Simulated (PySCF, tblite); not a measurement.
# C2H3Cl2Ga: changes of charge, part 2 of 2

tblite 0.8.0 and PySCF 2.14.0. Atoms count from 0. Earlier steps stand in the parts before.

## 9. Optimising the geometry at PBE-D3(BJ)/def2-SVP

This step treats C₂H₃Cl₂Ga+ (doublet), labelled `[CH2+][CH][Ga]([Cl])[Cl]` (the label fixes atoms and charge, not where charge and spin sit).

What the job is given:

```
{"job": {"xc": "PBE", "basis": "def2-SVP", "d3": "d3bj", "grid": 1, "kind": "geom"}, "charge": 1, "multiplicity": 2}
Ga     1.119405     1.130900     0.224457
Cl     3.147237     0.817766    -0.103161
Cl    -0.138741     2.654891     0.858863
C      0.044783    -0.737753    -0.258101
C     -1.239369    -0.763003    -0.119978
H      0.786808    -1.459202    -0.578838
H     -1.861232     0.063055     0.220742
H     -1.815491    -1.664939    -0.346649
```

The log of the run:

```text
step   0  E = -2921.63209379  max force = 0.019366
step   1  E = -2921.63670741  max force = 0.012506
step   2  E = -2921.63890516  max force = 0.010223
step   3  E = -2921.63820931  max force = 0.009386
step   4  E = -2921.64095323  max force = 0.004820
step   5  E = -2921.64110255  max force = 0.002220
step   6  E = -2921.64127092  max force = 0.002391
step   7  E = -2921.64140092  max force = 0.003298
step   8  E = -2921.64163569  max force = 0.003453
step   9  E = -2921.64176264  max force = 0.001947
step  10  E = -2921.64194845  max force = 0.001424
step  11  E = -2921.64203204  max force = 0.001749
step  12  E = -2921.64228828  max force = 0.003272
step  13  E = -2921.64253289  max force = 0.005017
step  14  E = -2921.64216751  max force = 0.005995
step  15  E = -2921.64275102  max force = 0.002798
step  16  E = -2921.64285328  max force = 0.001862
step  17  E = -2921.64288568  max force = 0.001166
step  18  E = -2921.64289531  max force = 0.000991
step  19  E = -2921.64290461  max force = 0.000924
step  20  E = -2921.64291745  max force = 0.000811
step  21  E = -2921.64291748  max force = 0.000592
step  22  E = -2921.64291469  max force = 0.000303
step  23  E = -2921.64291305  max force = 0.000204
step  24  E = -2921.64291253  max force = 0.000136
optimisation converged
```

Wall time 3.2 min (1 thread of Arm Neoverse V1, shared host); peak memory 0.49 GiB.

Along the way: (the energy doesn't fall at every step)

```tsv
step	energy from step 0 (eV)	largest force component (eV/Å)
0	0.0000	0.9958
1	-0.1255	0.6431
2	-0.1853	0.5257
3	-0.1664	0.4826
4	-0.2411	0.2479
5	-0.2451	0.1142
6	-0.2497	0.1230
7	-0.2533	0.1696
8	-0.2596	0.1776
9	-0.2631	0.1001
10	-0.2682	0.0732
11	-0.2704	0.0899
12	-0.2774	0.1683
13	-0.2841	0.2580
14	-0.2741	0.3083
15	-0.2900	0.1439
16	-0.2928	0.0957
17	-0.2937	0.0600
18	-0.2939	0.0510
19	-0.2942	0.0475
20	-0.2945	0.0417
21	-0.2945	0.0304
22	-0.2945	0.0156
23	-0.2944	0.0105
24	-0.2944	0.0070
```

Close pairs (by a distance rule), those that changed most:

```tsv
bond	before (Å)	after (Å)	change (Å)
Ga0–C3	2.209	2.038	-0.171
Ga0–Cl2	2.076	2.140	+0.064
C3–C4	1.292	1.348	+0.056
C3–H5	1.083	1.110	+0.027
C4–H7	1.094	1.113	+0.019
C4–H6	1.089	1.107	+0.018
Ga0–Cl1	2.078	2.091	+0.013
```

The next job starts from the end point, and lists it.

```tsv
at the end point	value
point group (found at 0.08 Å tolerance)	C1
rotational constants (GHz, main isotopes)	2.713, 1.575, 1.039
⟨S²⟩	0.753
```

## 10. Single point (C₂H₃Cl₂Ga): wB97X-D3(BJ)/ma-def2-SVP

Geometry: PBE-D3(BJ)/def2-SVP, that of another charge or spin state.

What the job is given:

```
{"job": {"kind": "sp", "xc": "wB97X", "basis": "ma-def2-SVP", "d3": "d3bj", "grid": 2}, "charge": 0, "multiplicity": 1}
Ga     1.109604     0.679459     0.819409
Cl     3.028856     0.093044     1.405403
Cl    -0.300089     2.135441     1.506386
C     -0.007392    -0.025446    -0.732683
C     -1.096720    -0.788712    -0.514290
H      0.411980     0.251365    -1.722914
H     -1.703226    -0.759470     0.411293
H     -1.402723    -1.542200    -1.273419
```

The log of the run:

```text
coarse grid: 37824 points
cycle   1  E = -2922.6871167587  dE = -1.725e-01  |g| = 5.758e-01  |ddm| = 3.157e+00
cycle   2  E = -2922.7127504331  dE = -2.563e-02  |g| = 5.862e-01  |ddm| = 1.322e+00
cycle   3  E = -2922.7625018547  dE = -4.975e-02  |g| = 4.578e-02  |ddm| = 5.598e-01
cycle   4  E = -2922.7631685866  dE = -6.667e-04  |g| = 1.808e-02  |ddm| = 9.505e-02
cycle   5  E = -2922.7633285535  dE = -1.600e-04  |g| = 3.863e-03  |ddm| = 5.145e-02
cycle   6  E = -2922.7633420122  dE = -1.346e-05  |g| = 2.277e-03  |ddm| = 1.751e-02
cycle   7  E = -2922.7633444275  dE = -2.415e-06  |g| = 7.001e-04  |ddm| = 5.397e-03
final grid: 75320 points
cycle   8  E = -2922.7632954722  dE = -3.904e-07  |g| = 5.753e-04  |ddm| = 3.096e-03
cycle   9  E = -2922.7632955544  dE = -8.220e-08  |g| = 5.748e-04  |ddm| = 1.669e-03
cycle  10  E = -2922.7632956428  dE = -8.847e-08  |g| = 9.096e-05  |ddm| = 5.955e-04
cycle  11  E = -2922.7632956599  dE = -1.707e-08  |g| = 1.191e-05  |ddm| = 9.830e-04
cycle  12  E = -2922.7632956600  dE = -7.094e-11  |g| = 5.208e-06  |ddm| = 3.844e-05
converged SCF energy = -2922.7632956600
```

Wall time 6.6 s (1 thread of Arm Neoverse V1, shared host); peak memory 0.59 GiB.

## 11. Single point (C2H3Cl2Ga+ (doublet), [CH2+][CH][Ga]([Cl])[Cl]): wB97X-D3(BJ)/ma-def2-SVP

Geometry: PBE-D3(BJ)/def2-SVP.

Settings changed since step 10:

```diff
@@ -1,2 +1,2 @@
-{"job": {"kind": "sp", "xc": "wB97X", "basis": "ma-def2-SVP", "d3": "d3bj", "grid": 2}, "charge": 0, "multiplicity": 1}
+{"job": {"kind": "sp", "xc": "wB97X", "basis": "ma-def2-SVP", "d3": "d3bj", "grid": 2}, "charge": 1, "multiplicity": 2}
 Ga     1.109604     0.679459     0.819409
```

The log of the run:

```text
final grid: 75320 points
cycle   1  E = -2922.4033280480  dE = -2.664e-02  |g| = 1.707e-01  |ddm| = 5.319e-01
cycle   2  E = -2922.4103746429  dE = -7.047e-03  |g| = 1.342e-01  |ddm| = 3.385e-01
cycle   3  E = -2922.4203375398  dE = -9.963e-03  |g| = 1.771e-02  |ddm| = 1.516e-01
cycle   4  E = -2922.4205879107  dE = -2.504e-04  |g| = 7.050e-03  |ddm| = 2.463e-02
cycle   5  E = -2922.4207242461  dE = -1.363e-04  |g| = 3.928e-03  |ddm| = 2.381e-02
cycle   6  E = -2922.4207610786  dE = -3.683e-05  |g| = 1.883e-03  |ddm| = 1.193e-02
cycle   7  E = -2922.4207792655  dE = -1.819e-05  |g| = 1.100e-03  |ddm| = 9.680e-03
cycle   8  E = -2922.4207860593  dE = -6.794e-06  |g| = 6.409e-04  |ddm| = 6.460e-03
cycle   9  E = -2922.4207885941  dE = -2.535e-06  |g| = 3.115e-04  |ddm| = 4.429e-03
cycle  10  E = -2922.4207891750  dE = -5.810e-07  |g| = 2.009e-04  |ddm| = 1.604e-03
cycle  11  E = -2922.4207894609  dE = -2.859e-07  |g| = 9.217e-05  |ddm| = 1.411e-03
cycle  12  E = -2922.4207895243  dE = -6.333e-08  |g| = 4.082e-05  |ddm| = 6.347e-04
cycle  13  E = -2922.4207895329  dE = -8.609e-09  |g| = 2.321e-05  |ddm| = 2.508e-04
converged SCF energy = -2922.4207895329
```

Wall time 13 s (1 thread of Arm Neoverse V1, shared host); peak memory 0.6 GiB.

## 12. Single point (C2H3Cl2Ga): wB97X-D3(BJ)/ma-def2-SVP in acetonitrile

Geometry: PBE-D3(BJ)/def2-SVP.

What the job is given:

```
{"job": {"kind": "sp", "xc": "wB97X", "basis": "ma-def2-SVP", "d3": "d3bj", "grid": 2, "solvent": "acetonitrile"}, "charge": 0, "multiplicity": 1}
Ga     1.053642     0.911265     0.170861
Cl     3.194575     1.114682     0.016140
Cl    -0.015367     2.671169     0.840441
C      0.082389    -0.716823    -0.247842
C     -1.258008    -0.769316    -0.115247
H      0.642705    -1.600384    -0.600918
H     -1.845275     0.097670     0.233681
H     -1.829375    -1.685373    -0.350651
```

The log of the run:

```text
final grid: 75320 points
cycle   1  E = -2922.8113708323  dE = -1.030e-03  |g| = 2.160e-02  |ddm| = 2.153e-01
cycle   2  E = -2922.8115024910  dE = -1.317e-04  |g| = 1.562e-02  |ddm| = 9.399e-02
cycle   3  E = -2922.8115528040  dE = -5.031e-05  |g| = 4.253e-03  |ddm| = 2.077e-02
cycle   4  E = -2922.8115593006  dE = -6.497e-06  |g| = 1.535e-03  |ddm| = 1.270e-02
cycle   5  E = -2922.8115608948  dE = -1.594e-06  |g| = 3.007e-04  |ddm| = 7.784e-03
cycle   6  E = -2922.8115609394  dE = -4.462e-08  |g| = 1.224e-04  |ddm| = 8.402e-04
cycle   7  E = -2922.8115609499  dE = -1.044e-08  |g| = 5.842e-05  |ddm| = 5.372e-04
cycle   8  E = -2922.8115609514  dE = -1.525e-09  |g| = 1.105e-05  |ddm| = 1.649e-04
converged SCF energy = -2922.8115609514
```

Run time: 6.5 s. Hardware: 1 thread of Arm Neoverse V1, shared host; peak memory 0.63 GiB.

## 13. Single point (C2H3Cl2Ga+ (doublet), [CH2+][CH][Ga]([Cl])[Cl]): wB97X-D3(BJ)/ma-def2-SVP in acetonitrile

Geometry: PBE-D3(BJ)/def2-SVP.

What the job is given:

```
{"job": {"kind": "sp", "xc": "wB97X", "basis": "ma-def2-SVP", "d3": "d3bj", "grid": 2, "solvent": "acetonitrile"}, "charge": 1, "multiplicity": 2}
Ga     1.109604     0.679459     0.819409
Cl     3.028856     0.093044     1.405403
Cl    -0.300089     2.135441     1.506386
C     -0.007392    -0.025446    -0.732683
C     -1.096720    -0.788712    -0.514290
H      0.411980     0.251365    -1.722914
H     -1.703226    -0.759470     0.411293
H     -1.402723    -1.542200    -1.273419
```

The log of the run:

```text
final grid: 75320 points
cycle   1  E = -2922.5230560812  dE = -4.024e-03  |g| = 3.284e-02  |ddm| = 2.654e-01
cycle   2  E = -2922.5238102677  dE = -7.542e-04  |g| = 2.350e-02  |ddm| = 9.550e-02
cycle   3  E = -2922.5241310799  dE = -3.208e-04  |g| = 7.777e-03  |ddm| = 3.124e-02
cycle   4  E = -2922.5242529473  dE = -1.219e-04  |g| = 4.621e-03  |ddm| = 1.994e-02
cycle   5  E = -2922.5243523462  dE = -9.940e-05  |g| = 2.403e-03  |ddm| = 2.108e-02
cycle   6  E = -2922.5243934121  dE = -4.107e-05  |g| = 1.579e-03  |ddm| = 1.306e-02
cycle   7  E = -2922.5244113580  dE = -1.795e-05  |g| = 7.321e-04  |ddm| = 1.068e-02
cycle   8  E = -2922.5244151675  dE = -3.810e-06  |g| = 4.216e-04  |ddm| = 4.645e-03
cycle   9  E = -2922.5244161790  dE = -1.011e-06  |g| = 1.585e-04  |ddm| = 2.375e-03
cycle  10  E = -2922.5244163313  dE = -1.523e-07  |g| = 6.597e-05  |ddm| = 1.031e-03
cycle  11  E = -2922.5244163471  dE = -1.581e-08  |g| = 3.525e-05  |ddm| = 2.818e-04
cycle  12  E = -2922.5244163512  dE = -4.164e-09  |g| = 1.309e-05  |ddm| = 1.731e-04
converged SCF energy = -2922.5244163512
```

Run time: 14 s. Hardware: 1 thread of Arm Neoverse V1, shared host; peak memory 0.62 GiB.

## 14. Changes of charge: wB97X-D3(BJ)/ma-def2-SVP

This step combines the energies above: geometries from PBE-D3(BJ)/def2-SVP, zero-point and thermal terms from GFN2-xTB.

What the job is given:

```
{"job": {"kind": "rx", "dirs": [1], "deep": 3, "geom": {"xc": "PBE", "basis": "def2-SVP", "d3": "d3bj", "grid": 1}, "level": {"xc": "wB97X", "basis": "ma-def2-SVP", "d3": "d3bj", "solvents": ["acetonitrile"]}}, "charge": 0, "multiplicity": 1}
Ga     1.053642     0.911265     0.170861
Cl     3.194575     1.114682     0.016140
Cl    -0.015367     2.671169     0.840441
C      0.082389    -0.716823    -0.247842
C     -1.258008    -0.769316    -0.115247
H      0.642705    -1.600384    -0.600918
H     -1.845275     0.097670     0.233681
H     -1.829375    -1.685373    -0.350651
```

Output (the driver's rows laid out field by field):

```text
ionisation and electron attachment, wB97X-D3(BJ)/ma-def2-SVP // PBE-D3(BJ)/def2-SVP

row 1
  change                  oxidation
  charge                  1
  multiplicity            2
  vertical_ev             11.0489
  vertical_s2             0.752
  formula                 C2H3Cl2Ga
  smiles                  [CH2+][CH][Ga]([Cl])[Cl]
  kept                    yes
  pieces                  1
  point_group             C1
  adiabatic_electronic_ev 10.3703
  adiabatic_ev            10.2905
  free_energy_ev          10.2615
  s2                      0.759
  bonds_moved             0 3 1.941 2.038; 0 1 2.156 2.091; 0 2 2.165 2.14; 4 7 1.105 1.113
  spin_on                 3 C 0.5; 4 C 0.28; 2 Cl 0.144
  charge_moved            3 C 0.226; 1 Cl 0.154; 2 Cl 0.152; 4 C 0.145
  vertical_back_ev        9.3201
  relaxation_parent_ev    1.0502
  relaxation_ion_ev       0.6786
  reorganisation_ev       1.7288
  solution                solvent acetonitrile, absolute_potential_v 7.7048, solvation_parent_kj -25.39, solvation_ion_kj -272.07
```

It took 5.9 min on 1 thread of Arm Neoverse V1, shared host; peak memory 0.62 GiB.

Energy taken up on oxidation, or given off on reduction (eV; adiabatic with zero-point energy):

```tsv
change	product	vertical	adiabatic	free energy	reorganisation	⟨S²⟩
oxidation (multiplicity 2)	[CH2+][CH][Ga]([Cl])[Cl]	11.05	10.29	10.26	1.73	0.76
```

On oxidation to multiplicity 2 charge changes most on C3 (+0.23 e), Cl1 (+0.15 e), Cl2 (+0.15 e); the spin sits on C3 (0.50), C4 (0.28), Cl2 (0.14); the bond Ga0–C3 goes from 1.941 to 2.038 Å; the absolute potential is 7.70 V in acetonitrile.

## 15. What came out

This closing draws on all 2 parts.

| quantity | value |
| --- | --- |
| strongest single infrared mode (GFN2-xTB) | 385 cm⁻¹, 69 km/mol |
| zero-point energy (GFN2-xTB) | 26.3 kcal/mol |
| point group | Cs |
| rotational constants (main isotopes) | 2.53, 1.69, 1.01 GHz |
| ionisation energy (wB97X-D3(BJ)/ma-def2-SVP) | vertical 11.05 eV, adiabatic 10.29 eV |

All 18 modes are real, so the xTB geometry is a minimum. The strongest single mode, at 385 cm⁻¹, is spread over several atoms, Ga0, Cl1, Cl2 among them. Unscaled tight-binding wavenumbers are off by several per cent, some by more. Its intensities can rank the bands wrongly. Over 6 steps the energy fell by 0.150 eV; of the close pairs, Ga0–C3 changed most, 2.029 to 1.941 Å (PBE/def2-SVP). Steps that list no spin-orbit terms leave them out, which matters at and beside the heavy atoms. At wB97X-D3(BJ)/ma-def2-SVP, relaxation with the zero-point term after oxidation moves the energy taken up from 11.05 eV (vertical) to 10.29 eV (adiabatic, with zero-point energy).
